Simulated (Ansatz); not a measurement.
# BGaH₅NSi: small, medium and large basis sets

Aim: see how fast density functionals converge with the basis set for BGaH₅NSi.

The runs use Ansatz 0.2.0, Gaussian basis; one geometry, several basis sets.

The runs, in order: PBE0-D4/def2-SVP; ωB97M-V/def2-SVP; PBE0-D4/def2-QZVPP; ωB97M-V/def2-QZVPP; the functionals' def2-TZVPP values are taken from earlier runs.

**1. The relaxed structure**

An earlier PBE0-D4 in a triple-zeta def2 set relaxation fixed the geometry.

9 atoms, charge 0, spin multiplicity 1.

Atoms are counted from 1 here; the program's logs count them from 0.

Bond lengths: B1–N2 1.407 Å, B1–Ga4 2.242 Å, B1–H5 1.216 Å, N2–Si3 1.750 Å, N2–H6 1.010 Å, Si3–H7 1.484 Å, Si3–H8 1.489 Å, Si3–H9 1.484 Å. Angles: N2–B1–Ga4 124.8°, N2–B1–H5 113.5°, Ga4–B1–H5 121.8°, B1–N2–Si3 122.5°, B1–N2–H6 120.1°, Si3–N2–H6 117.4°, N2–Si3–H7 110.6°, N2–Si3–H8 108.2°, N2–Si3–H9 110.5°, H7–Si3–H8 109.3°, H7–Si3–H9 108.9°, H8–Si3–H9 109.3°.

**2. PBE0-D4 in def2-SVP**

Contents of in.yaml:

```yaml
crystal:
  periodic: [false, false, false]
  atoms:
    - {symbol: B, position_ang: [-0.217734, 1.423057, 0.062995]}
    - {symbol: N, position_ang: [-0.505448, 0.105478, -0.336361]}
    - {symbol: Si, position_ang: [0.487812, -1.257005, 0.130952]}
    - {symbol: Ga, position_ang: [-1.436264, 3.221813, -0.490871]}
    - {symbol: H, position_ang: [0.777203, 1.512914, 0.755759]}
    - {symbol: H, position_ang: [-1.311382, -0.083814, -0.914828]}
    - {symbol: H, position_ang: [1.873176, -1.089245, -0.373570]}
    - {symbol: H, position_ang: [-0.105108, -2.488346, -0.459294]}
    - {symbol: H, position_ang: [0.526145, -1.391054, 1.608218]}
basis:
  gaussian: {orbitals: def2-SVP}
hamiltonian: {xc: pbe0, dispersion: d4}
output: {orbitals: {seedname: orbitals}}
```

Started as:

```
$ ansatz run in.yaml --threads 2 --pin off --events-out ev --progress --plain --max-ram 4352MiB
```

The runs that follow: ωB97M-V in def2-SVP; PBE0-D4 in def2-QZVPP; ωB97M-V in def2-QZVPP.

Before running them: what should the planned runs give, taken together? Wanted: PBE0-D4: double and triple zeta above quadruple; ωB97M-V: double and triple zeta above quadruple.

As calculated:

```
                                       quantity           value
PBE0-D4: double and triple zeta above quadruple  13.60, 1.58 eV
ωB97M-V: double and triple zeta above quadruple  13.64, 1.52 eV
```

In words: PBE0-D4 gains 12.02 eV from double to triple zeta, then 1.58 eV more. Total energies overstate the basis error of differences, where much of it tends to cancel.
